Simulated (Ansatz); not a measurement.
# W3N4: tests of the settings

The task, for W3N4: relax the cell with several choices of functional.

Program: Ansatz 0.2.0. Level of theory: DFT PBE, scalar-relativistic, plane waves, PAW for the base; runs at other levels say so in their headings and inputs, unless a step's input says otherwise. These are calculated values, not measurements.

1 further run of the same task is left out (set aside as unsound or not needed).

## 1. Starting point

Symmetry: Pm-3m, No. 221, cubic system. The conventional cell has a = 4.122 Å, b = 4.122 Å, c = 4.122 Å, α = 90.00°, β = 90.00°, γ = 90.00°. Around W (site symmetry 4/mmm) lie 6 N at 2.06 Å. N (site symmetry m-3m) has 6 W at 2.06 Å as nearest neighbours. N (site symmetry 4/mmm) is surrounded by 4 W at 2.06 Å.

Coordinates:

```cif
data_structure
_symmetry_space_group_name_H-M 'P 1'
_symmetry_Int_Tables_number 1
_cell_length_a 4.1220
_cell_length_b 4.1220
_cell_length_c 4.1220
_cell_angle_alpha 90.000
_cell_angle_beta 90.000
_cell_angle_gamma 90.000
_cell_volume 70.04
loop_
_atom_site_label
_atom_site_type_symbol
_atom_site_fract_x
_atom_site_fract_y
_atom_site_fract_z
_atom_site_occupancy
W1 W 0.50000 0.50000 0.00000 1
W2 W 0.00000 0.50000 0.50000 1
W3 W 0.50000 0.00000 0.50000 1
N1 N 0.50000 0.50000 0.50000 1
N2 N 0.50000 0.00000 0.00000 1
N3 N 0.00000 0.50000 0.00000 1
N4 N 0.00000 0.00000 0.50000 1
```

Source of the structure: the Crystallography Open Database. It is taken as it stands there.

## 2. The base input

Contents of input.yaml:

```yaml
crystal:
  lattice:
    - [4.122, 0.0, 0.0]
    - [0.0, 4.122, 0.0]
    - [0.0, 0.0, 4.122]
  atoms:
    - { symbol: W, position: [0.5, 0.5, 0.0] }
    - { symbol: W, position: [0.0, 0.5, 0.5] }
    - { symbol: W, position: [0.5, 0.0, 0.5] }
    - { symbol: "N", position: [0.5, 0.5, 0.5] }
    - { symbol: "N", position: [0.5, 0.0, 0.0] }
    - { symbol: "N", position: [0.0, 0.5, 0.0] }
    - { symbol: "N", position: [0.0, 0.0, 0.5] }
basis:
  ecutwfc: 420
kpoints:
  mp_grid: { grid: [10, 10, 10] }
hamiltonian:
  xc: pbe
scf:
  occupations: { method: gaussian, width: 0.1 }
output:
  forces: true
  stress: true
  eigenvalues: true
  populations: true
```

It was run beforehand and gave: -4670.0632 eV/atom at zero smearing, pressure 27.02 GPa, largest force 0.000 eV/Å, no gap on the mesh, in 6 SCF cycles and 9.9 s.

## 3. Relaxation, functional: LDA

Contents of input.yaml:

```yaml
crystal:
  lattice:
    - [4.122, 0.0, 0.0]
    - [0.0, 4.122, 0.0]
    - [0.0, 0.0, 4.122]
  atoms:
    - { symbol: W, position: [0.5, 0.5, 0.0] }
    - { symbol: W, position: [0.0, 0.5, 0.5] }
    - { symbol: W, position: [0.5, 0.0, 0.5] }
    - { symbol: "N", position: [0.5, 0.5, 0.5] }
    - { symbol: "N", position: [0.5, 0.0, 0.0] }
    - { symbol: "N", position: [0.0, 0.5, 0.0] }
    - { symbol: "N", position: [0.0, 0.0, 0.5] }
basis:
  ecutwfc: 420
kpoints:
  mp_grid: { grid: [10, 10, 10] }
hamiltonian:
  xc: lda
scf:
  occupations: { method: gaussian, width: 0.1 }
output:
  forces: true
  stress: true
  eigenvalues: true
relax:
  adjacent_minimum: "off"
  f_tol: 0.01
  max_steps: 60
  cell: { stress_tol: 0.05 }
```

Run with:

```console
ansatz run input.yaml --threads 2 --pin off --max-ram 5120MiB --backend cpu --events-out ev --progress --plain --runs-dir out
```

## 4. Relaxation, functional: PBEsol

Changes to input.yaml since step 3:

```diff
@@ -18,3 +18,3 @@
 hamiltonian:
-  xc: lda
+  xc: pbesol
 scf:
```

## 5. Relaxation, functional: PBE

Changes to input.yaml since step 4:

```diff
@@ -18,3 +18,3 @@
 hamiltonian:
-  xc: pbesol
+  xc: pbe
 scf:
```

## 6. Relaxation, functional: r2SCAN

Changes to input.yaml since step 5:

```diff
@@ -14,3 +14,3 @@
 basis:
-  ecutwfc: 420
+  ecutwfc: 500
 kpoints:
@@ -18,3 +18,3 @@
 hamiltonian:
-  xc: pbe
+  xc: r2scan
 scf:
```

(Steps that only read results are left out.)

What results come out of these runs, taken together? Wanted: relaxed volume by functional.

The runs gave:

```
                              quantity                                                 value
relaxed volume by functional (Å³/atom)  LDA: 10.25; PBEsol: 10.43; PBE: 10.70; r2SCAN: 10.54
```

The relaxed volumes span 4.4 %, from LDA (smallest) to PBE (largest). LDA comes nearest to the reported cell (+2.5 %). The reported cell holds thermal expansion and zero-point motion, which these runs lack, so a slightly small volume is expected. The listed cell is far from this method's equilibrium (27.0 GPa, forces up to 0.00 eV/Å), so its values are not those of the relaxed crystal. The runs treat W without spin-orbit coupling.
